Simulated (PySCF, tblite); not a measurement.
# C6H12Si: geometry, infrared bands and NMR shifts

What infrared bands and NMR shifts should C6H12Si (`C=C(C)C1C[SiH2]C1`) show?

The runs use tblite 0.8.0 and PySCF 2.14.0, with density-fitted response routines of our own; the level of theory stands in each step. All values are computed, except where a source is named. Atoms are numbered from 0 throughout.

**1. The starting structure**

19 atoms, charge 0, multiplicity 1; geometry from: force field or distance geometry start.

Bonds of the start (Å): C0–C1 1.33, C1–C2 1.49, C1–C3 1.49, C3–C4 1.49, C4–Si5 1.83, Si5–C6 1.84, C6–C3 1.50, C0–H7 1.09, C0–H8 1.09, C2–H9 1.13, C2–H10 1.08, C2–H11 1.12, C3–H12 1.11, C4–H13 1.12, C4–H14 1.12, Si5–H15 1.48, Si5–H16 1.44, C6–H17 1.12, C6–H18 1.11.

**2. Relaxing the molecule with GFN2-xTB**

What the job is given:

```
{"job": {"kind": "relax", "xc": "GFN2-xTB", "basis": "xTB"}, "charge": 0, "multiplicity": 1}
C     -1.739800     0.285000     0.589400
C     -0.950600     0.020500    -0.446400
C     -1.339500     0.452600    -1.815100
C      0.347800    -0.700500    -0.303200
C      1.591400     0.123300    -0.329600
Si     1.311500     0.590600     1.414200
C      0.716600    -1.117200     1.088200
H     -1.523600     0.009600     1.618200
H     -2.662800     0.821300     0.361500
H     -2.374800     0.012800    -1.944600
H     -0.679600     0.100600    -2.600400
H     -1.503400     1.563100    -1.817000
H      0.433700    -1.551700    -1.009100
H      1.537600     0.927900    -1.110300
H      2.533300    -0.473800    -0.411900
H      2.563400     0.705600     2.188900
H      0.289400     1.558600     1.718400
H      1.587500    -1.828200     1.122100
H     -0.148100    -1.490700     1.679200
```

The run is started by

```bash
> OMP_NUM_THREADS=1 python probes_run.py task.json out
```

The driver reads the jobs from task.json and runs them one after another.

**Question.** This job is followed by: GFN2-xTB harmonic vibrations, gas phase; GIAO PBE0/pcSseg-1 NMR shielding, non-relativistic, gas phase. What will the session give for the following? strongest single infrared mode (GFN2-xTB); zero-point energy (GFN2-xTB); 13C shifts against TMS (PBE0/pcSseg-1, means over atoms taken as alike); 1H shifts against TMS (PBE0/pcSseg-1, means over atoms taken as alike); 29Si shifts against TMS (PBE0/pcSseg-1).

**Answer**, as computed:

```
                                                               quantity                                               value
                              strongest single infrared mode (GFN2-xTB)                               2246 cm⁻¹, 500 km/mol
                                           zero-point energy (GFN2-xTB)                                       98.7 kcal/mol
13C shifts against TMS (PBE0/pcSseg-1, means over atoms taken as alike)                  173.1, 115.0, 40.4, 29.0, 20.9 ppm
 1H shifts against TMS (PBE0/pcSseg-1, means over atoms taken as alike)  5.42, 5.34, 4.94, 4.82, 2.77, 2.04, 1.97, 1.44 ppm
                                29Si shifts against TMS (PBE0/pcSseg-1)                                           -37.9 ppm
```

In words: The optimisation took 183 steps and gained 1.145 eV; among the close pairs (by a distance rule), C4–Si5 changed most, from 1.827 to 1.908 Å. All 51 modes are real, so the xTB geometry is a minimum. The strongest single mode, at 2246 cm⁻¹, moves mainly H16 and H15. GFN2-xTB is a fitted tight-binding method: band positions and strengths are rough. Its intensities can rank the bands wrongly. At PBE0/pcSseg-1: The widest tensor belongs to C1: span 272 ppm, with a paramagnetic part of -248 ppm.
